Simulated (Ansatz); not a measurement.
# Relaxation of Ti2As

Wanted: the geometry at rest of Ti2As (a known structure type filled with other elements, at an estimated volume), relaxing cell and atoms at 5 GPa, and its electronic structure there.

Program: Ansatz 0.2.0. Level of theory: DFT, PBEsol, spin-orbit coupling, plane waves, PAW. These are calculated values, not measurements.

## Step 1: Geometry

It takes space group P4/nmm (No. 129, tetragonal). Conventional cell: a = 3.781 Å, b = 3.781 Å, c = 6.227 Å, α = 90.00°, β = 90.00°, γ = 90.00°. Ti (site symmetry -4m2) has 4 As at 2.51 Å and 8 Ti at 2.67 to 2.79 Å as nearest neighbours. Ti (site symmetry 4mm) has 5 As at 2.52 to 2.70 Å and 4 Ti at 2.79 Å as nearest neighbours. Around As (site symmetry 4mm) lie 9 Ti at 2.51 to 2.70 Å.

In its conventional cell, by symmetry (the run takes the cell typed in the input):

```cif
data_structure
_symmetry_space_group_name_H-M 'P4/nmm:1'
_symmetry_Int_Tables_number 129
_cell_length_a 3.7813
_cell_length_b 3.7813
_cell_length_c 6.2271
_cell_angle_alpha 90.000
_cell_angle_beta 90.000
_cell_angle_gamma 90.000
_cell_volume 89.03
loop_
_atom_site_label
_atom_site_type_symbol
_atom_site_symmetry_multiplicity
_atom_site_Wyckoff_symbol
_atom_site_fract_x
_atom_site_fract_y
_atom_site_fract_z
_atom_site_occupancy
Ti1 Ti 2 a 0.00000 0.00000 0.00000 1
Ti2 Ti 2 c 0.00000 0.50000 0.33000 1
As1 As 2 c 0.00000 0.50000 0.73500 1
```

The first density is read from a saved solution for the starting cell.

## Step 2: Relaxing

Input file input.yaml:

```yaml
crystal:
  lattice:
    - [3.78126931, 0.0, 0.0]
    - [0.0, 3.78126931, 0.0]
    - [0.0, 0.0, 6.22705397]
  atoms:
    - { symbol: Ti, position: [0.0, 0.0, 0.0], spin: 1, spin_axis: [0.0, 0.0, 1.0] }
    - { symbol: Ti, position: [0.5, 0.5, 0.0], spin: 1, spin_axis: [0.0, 0.0, 1.0] }
    - { symbol: Ti, position: [0.0, 0.5, 0.33], spin: 1, spin_axis: [0.0, 0.0, 1.0] }
    - { symbol: Ti, position: [0.5, 0.0, 0.67], spin: 1, spin_axis: [0.0, 0.0, 1.0] }
    - { symbol: As, position: [0.0, 0.5, 0.735] }
    - { symbol: As, position: [0.5, 0.0, 0.265] }
  symmetry: { tolerance: 0.0003 }
kpoints:
  mp_grid: { grid: [5, 5, 3], shift: [0, 0, 0] }
magnetization:
  noncollinear: true
  spin_orbit: true
scf:
  occupations: { method: fermi_dirac }
  lower_state_search: "off"
hamiltonian:
  pseudopotentials: { kind: paw_fr }
  xc: pbesol
basis:
  ecutwfc: 420
  fft_grid_basis: typed
relax:
  max_steps: 40
  cell: { p_target: 5.0 }
output:
  forces: true
  stress: true
  eigenvalues: true
  bader: true
  populations: true
  elf: true
  write_potential: true
  volumetric_format: npy
  dos:
    e_range: [-12, 8]
    de: 0.05
    projected: { site_lists: { As: [As], Ti: [Ti] } }
    method: { smearing: { sigma: 0.1, scheme: gaussian } }
  write_density: true
checkpoint:
  read: saved_state
```

On the command line:

```bash
$ ansatz run input.yaml --threads 2 --pin off --max-ram 3584MiB --backend cpu --events-out ev --progress --plain --runs-dir out
```

Q: Predict the outcome of this session. Wanted: moves; largest move; cell; volume; pressure at the end; character; Bader charges; moments.

The runs gave:

```
                                                 quantity                                                                      value
                                                    moves                                                                          7
                                             largest move                                                                0.25 Å (Ti)
                     space group (0.01 Å), before / after                                                            P4/nmm / P4/nmm
                                                     cell  a = 3.572 Å, b = 3.572 Å, c = 7.043 Å, α = 90.00°, β = 90.00°, γ = 90.00°
                                                   volume                                                     14.98 Å³/atom (+0.9 %)
                                      pressure at the end                                                                   5.02 GPa
                                                character                                                                      metal
density of states, mean within 0.25 eV of the Fermi level                                                        4.6 per eV per cell
                                            Bader charges                                              Ti +0.63 to +1.09, As -1.73 e
                                                  moments                                                                       none
```

What this shows: The volume grew by 0.9 %, and the largest move of an atom is 0.25 Å apart from the change of the cell. The shape changed more than that tells: the edges moved by -6, -6, +13 %. The run held to 8 symmetry operations, so a lower structure without them is not ruled out. Bands cross the Fermi level: a metal; within 0.25 eV of the Fermi level the density of states averages 4.6 per eV per cell, mostly Ti d (92 %). The spin density vanishes in this state. Ti loses most charge (+0.86 e on average) and As gains most (-1.73 e).

Limits of this run: the k mesh is coarse for a cell without a gap.
